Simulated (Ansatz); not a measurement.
# C2H3ClSi: an energy map over two coordinates

How does the energy of C2H3ClSi, SMILES C=C=[SiH]Cl change over two coordinates at once? A grid of runs gives the map.

Program: Ansatz 0.2.0. Level of theory: RHF/def2-TZVP. These are calculated values, not measurements.

## 1. The starting structure

SMILES `C=C=[SiH]Cl`, 7 atoms, charge 0, spin multiplicity 1.

Atoms are counted from 1 here; the program's logs count them from 0.

Bond lengths: C1–C2 1.324 Å, C1–H5 1.109 Å, C1–H6 1.109 Å, C2–Si3 1.700 Å, Si3–Cl4 2.065 Å, Si3–H7 1.486 Å. Angles: C2–C1–H5 122.8°, C2–C1–H6 121.7°, H5–C1–H6 115.5°, C1–C2–Si3 170.8°, C2–Si3–Cl4 121.8°, C2–Si3–H7 123.5°, Cl4–Si3–H7 112.1°.

As a file:

```xyz
7
charge 0, multiplicity 1
C    -0.7866    1.3810    0.0834
C    -0.1149    0.2406    0.1055
Si    0.8480   -1.1439   -0.1071
Cl    0.0553   -2.9289   -0.7793
H    -0.7562    2.0797   -0.7769
H    -1.4196    1.7007    0.9363
H     2.1739   -1.3292    0.5381
```

This geometry comes from a loose relaxation at PBE in a small basis, which is not shown.

## 3. Plan of the scan

First coordinate, umbrella angle at C1 (between each of its bonds and their common axis; 90 is planar): 11 values from 66.0 to 114.0 °. Second coordinate, change of the bonds C1–C2, C1–H5, C1–H6, all alike: 11 values from −0.127 to 0.196 Å.

Nothing else is relaxed (all other coordinates rigid). Energies count from the relaxed molecule at the same level. Points are written as (first, second).

(The set-up runs are not shown.)

## 4. Point (104.4°, −0.030 Å)

Input file input.yaml:

```yaml
crystal:
  periodic: [false, false, false]
  atoms:
    - { symbol: C, position_ang: [-0.768858, 1.366965, 0.071863] }
    - { symbol: C, position_ang: [0.113927, 0.459692, 0.170545] }
    - { symbol: Si, position_ang: [1.28162, -0.704992, 0.3105] }
    - { symbol: Cl, position_ang: [1.028757, -2.621901, -0.312871] }
    - { symbol: H, position_ang: [-0.539339, 2.15872, -0.576745] }
    - { symbol: H, position_ang: [-1.149791, 1.733958, 0.977656] }
    - { symbol: H, position_ang: [2.601795, -0.501859, 0.88427] }
basis:
  gaussian: { orbitals: def2-TZVP }
hamiltonian:
  xc: hf
output:
  forces: true
```

The run is started by

```bash
> ansatz run input.yaml --threads 1 --pin off --max-ram 2560MiB --backend cpu --events-out ev --progress --plain --runs-dir out
```

The session goes on with these runs: all other points of the grid.

What does the calculation give? Wanted: lowest point; highest computed point; largest force on an atom.

The runs gave:

| quantity | value |
| --- | --- |
| lowest point | (90.0°, 0.002 Å), 0.0 kcal/mol |
| highest computed point | (114.0°, −0.127 Å), 78.9 kcal/mol above the lowest |
| largest force on an atom (eV/Å) | 0.1 at (90.0°, 0.002 Å) to 13.8 at (114.0°, −0.127 Å); 0.1 at the lowest point |
| time for the whole task | 7.6 min on 1 thread, shared host |

What this shows: The lowest computed point is at (90.0°, 0.002 Å), 0.0 kcal/mol from the relaxed molecule at the same level. The grid is coarse, so the true minimum lies between grid points and may sit elsewhere than the lowest one. It is the only kind of minimum in the scanned range. The highest computed point, (114.0°, −0.127 Å), lies 78.9 kcal/mol above the lowest. Round the minimum the two coordinates are nearly uncoupled.
